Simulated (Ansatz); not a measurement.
# Fe: the cost of one run

Method: DFT r2SCAN, PAW, plane waves, scalar-relativistic, in Ansatz 0.2.0.

The COD cell was measured well above room temperature, so it is larger than a cold one.

## (1) The structure to begin with

It takes space group Im-3m (No. 229, cubic). Conventional cell: a = 2.892 Å, b = 2.892 Å, c = 2.892 Å, α = 90.00°, β = 90.00°, γ = 90.00°. Fe (site symmetry m-3m) has 8 Fe at 2.50 Å as nearest neighbours.

Coordinates:

```cif
data_structure
_symmetry_space_group_name_H-M 'Im-3m'
_symmetry_Int_Tables_number 229
_cell_length_a 2.8920
_cell_length_b 2.8920
_cell_length_c 2.8920
_cell_angle_alpha 90.000
_cell_angle_beta 90.000
_cell_angle_gamma 90.000
_cell_volume 24.19
loop_
_atom_site_label
_atom_site_type_symbol
_atom_site_symmetry_multiplicity
_atom_site_Wyckoff_symbol
_atom_site_fract_x
_atom_site_fract_y
_atom_site_fract_z
_atom_site_occupancy
Fe1 Fe 2 a 0.00000 0.00000 0.00000 1
```

Atoms are counted from 1 in the order of input.yaml (Fe2 and so on).

The first starts: parallel moments, plain SCF; opposed moments +-, plain SCF; no spin polarisation; spin on, no moments given (the program may seed its own), plain SCF. What is tried next depends on their ends.

A plain SCF has the search for lower states switched off and ends at the first converged state. Ends within 0.2 meV/atom and 0.1 μB count as one state.

Site moments are integrals over atomic spheres and don't add up to the total.

## (2) Parallel moments, plain SCF

File input.yaml:

```yaml
crystal:
  lattice:
    - [-1.446, 1.446, 1.446]
    - [2.892, -2.892, 2.892]
    - [1.446, 1.446, -1.446]
  atoms:
    - { symbol: Fe, position: [0.0, 0.0, 0.0], spin: 4.0 }
    - { symbol: Fe, position: [0.0, 0.5, 0.0], spin: 4.0 }
magnetization:
  spin_polarized: true
hamiltonian:
  xc: r2scan
  pseudopotentials: { kind: paw }
basis:
  ecutwfc: 500
kpoints:
  mp_grid: { grid: [12, 6, 12] }
scf:
  occupations: { method: fermi_dirac, width: 0.1 }
  lower_state_search: "off"
output:
  forces: true
  stress: true
```

What time and memory should one allow on 2 threads of an Arm CPU, shared host?

About 13 s, with a peak of 0.49 GiB.
